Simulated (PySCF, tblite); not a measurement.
# C₄H₇F₃Si: geometry, infrared bands and NMR shifts

What infrared bands and NMR shifts should C₄H₇F₃Si (`FC(F)(F)[C@@H]1CC[SiH2]1`) show?

Computed with tblite 0.8.0 and PySCF 2.14.0, with density-fitted response routines of our own, on a single molecule in the gas phase. Atoms are numbered from 0 throughout.

## (1) The starting structure

15 atoms, charge 0, multiplicity 1; geometry from: force field or distance geometry start.

Bonds of the start (Å): F0–C1 1.36, C1–F2 1.39, C1–F3 1.38, C1–C4 1.48, C4–C5 1.50, C5–C6 1.51, C6–Si7 1.86, Si7–C4 1.82, C4–H8 1.12, C5–H9 1.09, C5–H10 1.11, C6–H11 1.11, C6–H12 1.08, Si7–H13 1.45, Si7–H14 1.47.

## (2) Relaxing the molecule with GFN2-xTB

Job settings and geometry (Å):

```
{"job": {"kind": "relax", "xc": "GFN2-xTB", "basis": "xTB"}, "charge": 0, "multiplicity": 1}
F      1.412200    -0.977500    -1.412300
C      1.675600    -0.235400    -0.302400
F      2.551900     0.772100    -0.686400
F      2.412000    -1.007800     0.577900
C      0.517600     0.347800     0.410200
C     -0.544200    -0.581100     0.927500
C     -1.272300    -0.587500    -0.400600
Si    -0.798500     1.206000    -0.515600
H      0.893400     0.971900     1.266500
H     -0.225300    -1.548100     1.329000
H     -1.181700    -0.047100     1.664100
H     -2.357700    -0.766900    -0.247400
H     -0.882100    -1.255200    -1.148000
H     -0.528100     1.727200    -1.845100
H     -1.677200     1.989800     0.360700
```

Started as:

```
> OMP_NUM_THREADS=1 python probes_run.py task.json out
```

One launch serves the whole session: the jobs run in the order shown.

**Question.** This job is followed by: GFN2-xTB harmonic vibrations, gas phase; GIAO PBE0/pcSseg-1 NMR shielding, non-relativistic, gas phase. Predict these results of the whole session: strongest single infrared mode (GFN2-xTB); zero-point energy (GFN2-xTB); 13C shifts against TMS (PBE0/pcSseg-1); 1H shifts against TMS (PBE0/pcSseg-1); 19F shifts against CFCl3 (PBE0/pcSseg-1, means over atoms taken as alike); 29Si shifts against TMS (PBE0/pcSseg-1); surface potential, 1st and 99th percentile.

As calculated:

| quantity | value |
| --- | --- |
| strongest single infrared mode (GFN2-xTB) | 2295 cm⁻¹, 322 km/mol |
| zero-point energy (GFN2-xTB) | 63.7 kcal/mol |
| 13C shifts against TMS (PBE0/pcSseg-1) | 139.5, 33.4, 22.7, 9.2 ppm |
| 1H shifts against TMS (PBE0/pcSseg-1) | 4.96, 4.88, 2.53, 2.49, 2.33, 1.87, 1.44 ppm |
| 19F shifts against CFCl3 (PBE0/pcSseg-1, means over atoms taken as alike) | -82.0 ppm |
| 29Si shifts against TMS (PBE0/pcSseg-1) | -31.0 ppm |
| surface potential, 1st and 99th percentile | -0.79 V and 1.36 V |

Relaxing lowered the energy by 0.882 eV in 67 steps; the close pair that moved most is C4–Si7, from 1.824 to 1.928 Å. All 39 modes are real, so the xTB geometry is a minimum. The strongest single mode, at 2295 cm⁻¹, moves mainly H14. Unscaled tight-binding wavenumbers are off by several per cent, some by more. Its intensities can rank the bands wrongly. At PBE0/pcSseg-1: The widest tensor belongs to F0, F2, F3: span 176 ppm, with a paramagnetic part of -221 ppm.
